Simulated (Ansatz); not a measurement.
I need a breakdown of dispersion, smearing and cutoff terms of Lu2Ge3, space group Amm2. Use the Ansatz DFT code, driven from Python. Settings (first run): RPBE, PAW, cutoff 340 eV, 3×5×5 k-points, Fermi-Dirac smearing of 0.1 eV, D3BJ dispersion.

```xyz
5
Lattice="6.8488 0.0000 0.0000 0.0000 2.1635 3.7711 0.0000 -2.1635 3.7711" Properties=species:S:1:pos:R:3 pbc="T T T"
Lu    4.9943    0.0000    0.0003
Lu    1.8545    0.0000    0.0003
Ge    0.0000    0.0000    5.0269
Ge    3.4244    0.0000    2.5129
Ge    0.0000    0.0000    2.5161
```

The script, `run_terms.py`:
```python
"""Taking single terms out of the free energy of Lu2Ge3."""

import logging
import sys
import warnings

import ansatz as az
from pymatgen.core import Lattice, Structure
from pymatgen.io.ase import AseAtomsAdaptor

logging.basicConfig(stream=sys.stdout, format="%(name)s: %(message)s")
logger = logging.getLogger("ansatz_job")
logger.setLevel(logging.INFO)


def main() -> None:
    warnings.simplefilter("ignore", az.DeckWarning)

    pmg_structure = Structure(
        Lattice([(6.848828, 0.0, 0.0), (0.0, 2.163498, 3.771064), (0.0, -2.163498, 3.771064)]),
        ["Lu", "Lu", "Ge", "Ge", "Ge"],
        [
            (0.729226, 4.4e-05, 4.4e-05),
            (0.270774, 4.4e-05, 4.4e-05),
            (0.0, 0.666508, 0.666508),
            (0.5, 0.333177, 0.333177),
            (0.0, 0.333609, 0.333609),
        ],
    )
    cell = az.Crystal.from_ase(AseAtomsAdaptor.get_atoms(pmg_structure))

    setup = cell.calculation()
    setup = setup.occupations(az.OccupationsMethod.FERMI_DIRAC, width=0.1)
    setup = setup.kpoints(length=20)
    with_term = setup.functional("rpbe", dispersion="d3bj").basis(340).cutoff_correction(590).run().report
    without = setup.functional("rpbe").basis(340).run().report
    finer = setup.functional("rpbe").basis(590).run().report
    removed = az.free_energy_without(with_term, az.EnergyTerm.DISPERSION)
    logger.info(f"dispersion term            {with_term['components']['e_disp']:.5f} eV")
    logger.info(f"F less dispersion          {removed:.5f} eV, run without it {without['free_energy_ev']:.5f} eV")
    logger.info(f"F less smearing term       {az.free_energy_without(without, az.EnergyTerm.SMEARING):.5f} eV")
    logger.info(f"estimated gain to 590 eV   {with_term['cutoff_correction']['energy_ev']:.5f} eV, found {finer['free_energy_ev'] - without['free_energy_ev']:.5f} eV")


if __name__ == "__main__":
    main()
```

`python run_terms.py` gives:
```text
ansatz_job: dispersion term            -10.46186 eV
ansatz_job: F less dispersion          -42393.30256 eV, run without it -42393.30256 eV
ansatz_job: F less smearing term       -42393.20626 eV
ansatz_job: estimated gain to 590 eV   -0.06490 eV, found -0.06372 eV
```

Caveats:
- Total energies depend on the potentials; only differences at equal settings carry meaning. A total without «per atom» is that of the whole cell that was run.
- The cutoff lies under the one recommended for these potentials in some of the runs.
- Dispersion corrections can be off by several per cent in the lattices of metals, and by several GPa in the pressure at a fixed cell.
- For a metal this k-point mesh is coarse: on a finer one energies can move by several to tens of meV an atom and pressures by half a GPa or more, differences at one mesh by less.
- Within a few hundredths of an angstrom the cell has the higher group P-6m2; the lower one is a small distortion.
- This cell is a computed structure, which may not be the phase found in nature.
- The script silences the warnings on its input, which a real study should read.
- It ran for 39 s on 1 thread of Arm Neoverse V1, on a shared host, peak memory 0.58 GiB.
